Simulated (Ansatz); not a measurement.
# F₃GaH₂Se: up Jacob's ladder to CCSD(T)

How much do the methods differ for F₃GaH₂Se? The plan is to run it at one geometry with functionals of several rungs and with coupled cluster. The yardstick is the atomisation energy at the CCSD(T) limit.

Computed with Ansatz 0.2.0, Gaussian basis. Level: functionals in def2-TZVPP, the program's frozen cores in correlated methods.

Levels to be run: LDA (SPW92), PBE-D4, revPBE-D4, BLYP-D4, r2SCAN-D4, B97M-V, PBE0-D4, B3LYP-D4, r2SCANh-D4, r2SCAN0-D4, HSE06-D4, BHLYP-D4, CAM-B3LYP-D4, LC-ωPBE, ωB97X-V, ωB97M-V, B2PLYP, PBE-QIDH; CCSD(T)/def2-SVP; CCSD(T)/def2-TZVPP; MP2/def2-QZVPP; extrapolation to the limit; RPA on PBE.

## 1. The geometry

An earlier PBE0-D4 in a triple-zeta def2 set relaxation fixed the geometry.

SMILES `[F][Ga-]([F])([F])[SeH2+]`, 7 atoms, charge 0, spin multiplicity 1.

Atoms are counted from 1 here; the program's logs count them from 0.

Bond lengths: F1–Ga2 1.750 Å, Ga2–F3 1.752 Å, Ga2–F4 1.750 Å, Ga2–Se5 2.597 Å, Se5–H6 1.470 Å, Se5–H7 1.470 Å. Angles: F1–Ga2–F3 117.0°, F1–Ga2–F4 118.5°, F1–Ga2–Se5 99.0°, F3–Ga2–F4 117.0°, F3–Ga2–Se5 99.6°, F4–Ga2–Se5 99.1°, Ga2–Se5–H6 92.5°, Ga2–Se5–H7 92.6°, H6–Se5–H7 91.5°.

## 2. LDA

This LDA is Slater exchange with PW92 correlation.

File in.yaml:

```yaml
crystal:
  periodic: [false, false, false]
  atoms:
    - {symbol: F, position_ang: [0.482212, -1.068473, 1.960623]}
    - {symbol: Ga, position_ang: [0.288619, -0.999074, 0.223095]}
    - {symbol: F, position_ang: [-1.298327, -1.378328, -0.415243]}
    - {symbol: F, position_ang: [1.663539, -1.389892, -0.785689]}
    - {symbol: Se, position_ang: [0.273374, 1.579953, -0.080909]}
    - {symbol: H, position_ang: [-1.073841, 1.704747, 0.494192]}
    - {symbol: H, position_ang: [-0.274376, 1.483068, -1.441769]}
basis:
  gaussian: {orbitals: def2-TZVPP}
hamiltonian: {xc: lda}
output: {orbitals: {seedname: orbitals}}
```

Run with:

```sh
$ ansatz run in.yaml --threads 4 --pin off --events-out ev --progress --plain --max-ram 10444MiB
```

After this run come: PBE-D4 (GGA); revPBE-D4 (GGA); BLYP-D4 (GGA); r2SCAN-D4 (meta-GGA); B97M-V (meta-GGA); B3LYP-D4 (hybrid); r2SCANh-D4 (hybrid); r2SCAN0-D4 (hybrid); HSE06-D4 (hybrid); BHLYP-D4 (hybrid); CAM-B3LYP-D4 (range-separated); LC-ωPBE (range-separated); ωB97X-V (range-separated); ωB97M-V (range-separated); B2PLYP (double hybrid); PBE-QIDH (double hybrid); CCSD(T) in def2-SVP; CCSD(T) in def2-TZVPP; MP2 in def2-QZVPP; RPA on PBE orbitals.

Q: Predict the results of all the runs planned. Wanted: atomisation energy, CCSD(T)/CBS; farthest beyond LDA; mean size of error, GGA; mean size of error, meta-GGA; mean size of error, hybrid; mean size of error, range-separated; mean size of error, double hybrid; gap, smallest and largest; T1 diagnostic.

The runs gave:

| quantity | value |
| --- | --- |
| atomisation energy, CCSD(T)/CBS | 22.833 eV |
| functionals within 0.228 eV (1.0 %) | PBE-D4, r2SCAN-D4, ωB97X-V |
| farthest beyond LDA | BHLYP-D4 (-1.652 eV) |
| mean size of error, GGA | 0.426 eV |
| mean size of error, meta-GGA | 0.230 eV |
| mean size of error, hybrid | 0.846 eV |
| mean size of error, range-separated | 0.343 eV |
| mean size of error, double hybrid | 0.567 eV |
| gap, smallest and largest | 5.63 eV (BLYP-D4), 13.03 eV (LC-ωPBE) |
| T1 diagnostic | 0.0125 |
| triples share of the correlation energy | 3.1 % |

**Reading.** LDA overbinds by 3.712 eV (16 %). PBE-D4 misses by +0.066 eV. Double hybrids carry the basis error of their MP2 part in triple zeta, and no dispersion term here, so their miss is partly the set-up's. Taken by rung, meta-GGA functionals do best (0.230 eV on average) and hybrid ones worst beyond LDA (0.846 eV). The gap between the best rungs is small, so their order is not settled. The mean of the hybrids holds BHLYP, with half exact exchange. The reference freezes the cores and leaves out relativity and excitations past (T), and its outer-core shells are covered unevenly, so misses under about 0.228 eV can't be ranked. All levels share the lack of spin-orbit coupling, which lowers the free heavy atoms and so the true binding. Hartree-Fock recovers 68 % of the binding; the rest is correlation. CCSD(T) in def2-SVP is off by -1.574 eV, which most functionals beat. Orbital gaps span 5.6 to 13.0 eV; exact exchange widens them. Correlated methods include outer-core shells of Ga, Se, which these sets cover unevenly.
